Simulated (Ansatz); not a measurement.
# Boron, simple cubic under LDA: structure, energy and stiffness

What does LDA give for boron in the simple cubic structure? We relax it, solve it on a dense k-mesh, switch on spin-orbit coupling, then scale the cell to 7 volumes from 88 to 112 % of the relaxed one and try a fit of the equation of state. The k-meshes are 16×16×16 for the relaxation; 27×27×27 for the dense run; 17×17×17 for spin-orbit coupling; 19×19×19 for the volumes.

Computed with Ansatz 0.2.0 (DFT LDA (PW92), plane waves (420 eV) with PAW, scalar-relativistic; PBE-made PAW files, unless a step says otherwise).

## Step 1: Starting point

It takes space group Pm-3m (No. 221, cubic). The conventional cell has a = 1.920 Å, b = 1.920 Å, c = 1.920 Å, α = 90.00°, β = 90.00°, γ = 90.00°. Around B (site symmetry m-3m) lie 6 B at 1.92 Å.

Coordinates:

```cif
data_structure
_symmetry_space_group_name_H-M 'P 1'
_symmetry_Int_Tables_number 1
_cell_length_a 1.9200
_cell_length_b 1.9200
_cell_length_c 1.9200
_cell_angle_alpha 90.000
_cell_angle_beta 90.000
_cell_angle_gamma 90.000
_cell_volume 7.08
loop_
_atom_site_label
_atom_site_type_symbol
_atom_site_fract_x
_atom_site_fract_y
_atom_site_fract_z
_atom_site_occupancy
B1 B 0.00000 0.00000 0.00000 1
```

## Step 2: Relaxation of the cell

Input file input.yaml:

```yaml
crystal:
  lattice:
    - [1.9200471483, 0.0, 0.0]
    - [0.0, 1.9200471483, 0.0]
    - [0.0, 0.0, 1.9200471483]
  atoms:
    - { symbol: B, position: [0.0, 0.0, 0.0] }
hamiltonian:
  xc: lda
  pseudopotentials:
    kind: paw
    azcp:
      B: "pseudopotentials/B.paw.azcp"
basis:
  ecutwfc: 420
  fft_grid_basis: typed
kpoints:
  mp_grid: { grid: [16, 16, 16], shift: [0, 0, 0] }
magnetization:
  spin_polarized: false
scf:
  occupations: { method: fermi_dirac, width: 0.1 }
relax:
  max_steps: 60
  f_tol: 0.01
  cell: {}
output:
  write_density: true
  write_potential: true
  elf: true
  volumetric_format: npy
```

Further steps of the session: The energy on a finer k-mesh; Spin-orbit coupling switched on; Volume × 0.88; Volume × 0.92; Volume × 0.96; Volume × 1.0; Volume × 1.04; Volume × 1.08; Volume × 1.12.

Q: Predict the outcome of this session. Wanted: space group; conventional cell; volume; shortest distance; gap on the mesh; relative to alpha-rhombohedral; highest ELF outside the cores; V₀, B₀, B₀′.

**Answer**, as computed:

| quantity | value |
| --- | --- |
| space group (spins left aside) | Pm-3m (No. 221) |
| conventional cell | a = 1.864 Å |
| volume | 6.471 Å³/atom |
| shortest distance | 1.864 Å |
| gap on the mesh | none (levels filled in part) |
| relative to alpha-rhombohedral (B12) | +1110 meV/atom |
| highest ELF outside the cores | 0.82, 0.93 Å from the nearest atom |
| V₀, B₀, B₀′ | 6.474 Å³/atom, 250 GPa, 3.6 |

The relaxation shrank the cell by 8.6 % in volume. It lies 1110 meV/atom above the element's reference form at the same level (alpha-rhombohedral (B12), from a run of its own), so it is far from stable. Levels at the Fermi energy are filled in part, as in a metal. The total energy of the spin-orbit run (on a coarser mesh) lies 0 meV/atom from the scalar one; mesh and treatment of the core enter this figure, so it is no spin-orbit energy. B₀ comes out at 250 GPa. Relaxation kept the symmetry; phonons were not checked.
